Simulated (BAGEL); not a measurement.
**BSiH4ClO (SMILES OB([SiH3])Cl): HF/STO-3G (density fitting with qzvpp-jkfit)**

What is the energy change on altering one bond length of BSiH4ClO at HF/STO-3G (density fitting with qzvpp-jkfit)? 

The calculation is run with BAGEL 1.2.2.

1 further run of the same task is left out (set aside as unsound or not needed). Runs told in other sessions of the task aren't counted.

## (1) The structure to begin with

BSiH4ClO: 8 atoms, total charge 0, spin state singlet. SMILES: `OB([SiH3])Cl`. The shape is that of a PBE0-D4/def2-TZVP optimisation. This is one conformer, not always the lowest.

Bond lengths: O1–B2 1.343 Å, B2–Si3 2.023 Å, B2–Cl4 1.779 Å, O1–H5 0.965 Å, Si3–H6 1.486 Å, Si3–H7 1.488 Å, Si3–H8 1.488 Å. Angles: O1–B2–Si3 121.8°, O1–B2–Cl4 119.2°, Si3–B2–Cl4 119.0°, B2–O1–H5 113.9°, B2–Si3–H6 112.1°, B2–Si3–H7 109.2°, B2–Si3–H8 109.2°, H6–Si3–H7 109.1°, H6–Si3–H8 109.1°, H7–Si3–H8 108.1°.

## (2) The energy at HF/STO-3G (density fitting with qzvpp-jkfit)

calc.json reads:

```json
{ "bagel" : [

{
  "title" : "molecule",
  "basis" : "sto-3g",
  "df_basis" : "qzvpp-jkfit",
  "angstrom" : true,
  "geometry" : [
    { "atom" : "O", "xyz" : [   -0.463400,    1.550900,   -0.888000 ] },
    { "atom" : "B", "xyz" : [   -0.138100,    0.255300,   -0.750100 ] },
    { "atom" : "Si", "xyz" : [    0.266300,   -0.556200,    1.058400 ] },
    { "atom" : "Cl", "xyz" : [   -0.059100,   -0.776800,   -2.196400 ] },
    { "atom" : "H", "xyz" : [   -0.632500,    1.816900,   -1.799600 ] },
    { "atom" : "H", "xyz" : [    0.148700,    0.439400,    2.155900 ] },
    { "atom" : "H", "xyz" : [    1.647900,   -1.109100,    1.049100 ] },
    { "atom" : "H", "xyz" : [   -0.677900,   -1.677400,    1.315000 ] }
  ]
},
{ "title" : "hf" },
{ "title" : "print", "file" : "orbitals.molden", "orbitals" : true }

]}
```

On the command line:

```sh
$ BAGEL_NUM_THREADS=1 BAGEL calc.json > calc.out
```

Standard output:

```text
* using 1 threads per process

  ===============================================================
  ===============================================================

  *** Geometry ***

  { "atom" : "O", "xyz" : [     -0.875699,      2.930776,     -1.678077 ] },
  { "atom" : "B", "xyz" : [     -0.260971,      0.482447,     -1.417484 ] },
  { "atom" : "Si", "xyz" : [      0.503234,     -1.051066,      2.000086 ] },
  { "atom" : "Cl", "xyz" : [     -0.111683,     -1.467939,     -4.150594 ] },
  { "atom" : "H", "xyz" : [     -1.195252,      3.433443,     -3.400751 ] },
  { "atom" : "H", "xyz" : [      0.281002,      0.830346,      4.074061 ] },
  { "atom" : "H", "xyz" : [      3.114080,     -2.095895,      1.982512 ] },
  { "atom" : "H", "xyz" : [     -1.281045,     -3.169827,      2.484990 ] },

  Number of auxiliary basis functions:      480

  Since a DF basis is specified, we compute 2- and 3-index integrals:
    o Being stored without compression. Storage requirement is 0.004 GB

  Number of basis functions:       32
  Number of electrons      :       48

    * METHOD: MOLECULE                             0.18

  *** RHF ***

  === Nuclear Repulsion ===
   184.5032016099

      * DIIS with orbital gradients will be used.

  === RHF iteration (sto-3g) ===
      0       -840.74247324          0.01443434           0.03
      1       -840.81428428          0.00523341           0.03
      2       -840.82226069          0.00103101           0.03
      3       -840.82284247          0.00013982           0.03
      4       -840.82285576          0.00003302           0.03
      5       -840.82285662          0.00000699           0.03
      6       -840.82285667          0.00000193           0.03
      7       -840.82285667          0.00000045           0.02
      8       -840.82285667          0.00000015           0.03
      9       -840.82285667          0.00000005           0.03
     10       -840.82285667          0.00000001           0.03
     11       -840.82285667          0.00000000           0.02
    * SCF iteration converged.

    * Permanent dipole moment:
           (    0.140801,    -0.636906,    -0.101622) a.u.

    * METHOD: HF                                   0.42

    * METHOD: PRINT                                0.00

  ===============================================================
```

Wall time 0.75 s (1 thread of Arm Neoverse V1, shared host).

## (3) The distorted shape

hf.json reads:

```json
{ "bagel" : [

{
  "title" : "molecule",
  "basis" : "sto-3g",
  "df_basis" : "qzvpp-jkfit",
  "angstrom" : true,
  "geometry" : [
    { "atom" : "O", "xyz" : [      -0.665604,       1.956658,      -1.792268 ] },
    { "atom" : "B", "xyz" : [      -0.340304,       0.661058,      -1.654368 ] },
    { "atom" : "Si", "xyz" : [       0.266300,      -0.556200,       1.058400 ] },
    { "atom" : "Cl", "xyz" : [      -0.261304,      -0.371042,      -3.100668 ] },
    { "atom" : "H", "xyz" : [      -0.834704,       2.222658,      -2.703868 ] },
    { "atom" : "H", "xyz" : [       0.148700,       0.439400,       2.155900 ] },
    { "atom" : "H", "xyz" : [       1.647900,      -1.109100,       1.049100 ] },
    { "atom" : "H", "xyz" : [      -0.677900,      -1.677400,       1.315000 ] }
  ]
},

{ "title" : "hf" },

{ "title" : "print", "file" : "orbitals.molden", "orbitals" : true }

]}
```

On the command line:

```sh
$ BAGEL_NUM_THREADS=1 BAGEL hf.json > hf.out
```

Standard output:

```text
* using 1 threads per process

  ===============================================================
  ===============================================================

  *** Geometry ***

  { "atom" : "O", "xyz" : [     -1.257809,      3.697548,     -3.386896 ] },
  { "atom" : "B", "xyz" : [     -0.643081,      1.249219,     -3.126302 ] },
  { "atom" : "Si", "xyz" : [      0.503234,     -1.051066,      2.000086 ] },
  { "atom" : "Cl", "xyz" : [     -0.493793,     -0.701168,     -5.859413 ] },
  { "atom" : "H", "xyz" : [     -1.577362,      4.200215,     -5.109570 ] },
  { "atom" : "H", "xyz" : [      0.281002,      0.830346,      4.074061 ] },
  { "atom" : "H", "xyz" : [      3.114080,     -2.095895,      1.982512 ] },
  { "atom" : "H", "xyz" : [     -1.281045,     -3.169827,      2.484990 ] },

  Number of auxiliary basis functions:      480

  Since a DF basis is specified, we compute 2- and 3-index integrals:
    o Being stored without compression. Storage requirement is 0.004 GB

  Number of basis functions:       32
  Number of electrons      :       48

    * METHOD: MOLECULE                             0.19

  *** RHF ***

  === Nuclear Repulsion ===
   162.0065384031

      * DIIS with orbital gradients will be used.

  === RHF iteration (sto-3g) ===
      0       -840.57077421          0.01341512           0.03
      1       -840.63675087          0.00472446           0.03
      2       -840.64365702          0.00130045           0.03
      3       -840.64449651          0.00027297           0.03
      4       -840.64454005          0.00006541           0.03
      5       -840.64454303          0.00001602           0.03
      6       -840.64454324          0.00000312           0.04
      7       -840.64454325          0.00000094           0.03
      8       -840.64454325          0.00000024           0.03
      9       -840.64454325          0.00000005           0.03
     10       -840.64454325          0.00000002           0.04
     11       -840.64454325          0.00000001           0.03
    * SCF iteration converged.

    * Permanent dipole moment:
           (    0.096438,    -0.545819,    -0.296661) a.u.

    * METHOD: HF                                   0.53

    * METHOD: PRINT                                0.00

  ===============================================================
```

It took 0.86 s on 1 thread of Arm Neoverse V1, shared host.

## (4) Results

Level: HF/STO-3G (density fitting with qzvpp-jkfit).

| quantity | value |
| --- | --- |
| first shape: total energy | -840.82286 Eh |
| first shape: dipole moment | 1.68 D |
| first shape: HOMO energy | -9.33 eV |
| first shape: LUMO energy | 7.16 eV |
| first shape: HOMO–LUMO gap | 16.50 eV |
| distorted shape: total energy | -840.64454 Eh |
| distorted shape: dipole moment | 1.60 D |
| distorted shape: HOMO energy | -5.80 eV |
| distorted shape: LUMO energy | 4.45 eV |
| distorted shape: HOMO–LUMO gap | 10.25 eV |
| energy change with the B2–Si3 bond stretched from 2.023 to 3.035 Å | 4.852 eV |

What this shows: With the B2–Si3 bond stretched from 2.023 to 3.035 Å the energy rises by 4.85 eV (468 kJ/mol). The first shape isn't relaxed at this level, so the change isn't measured from a minimum. The minimal basis adds a large error of its own.
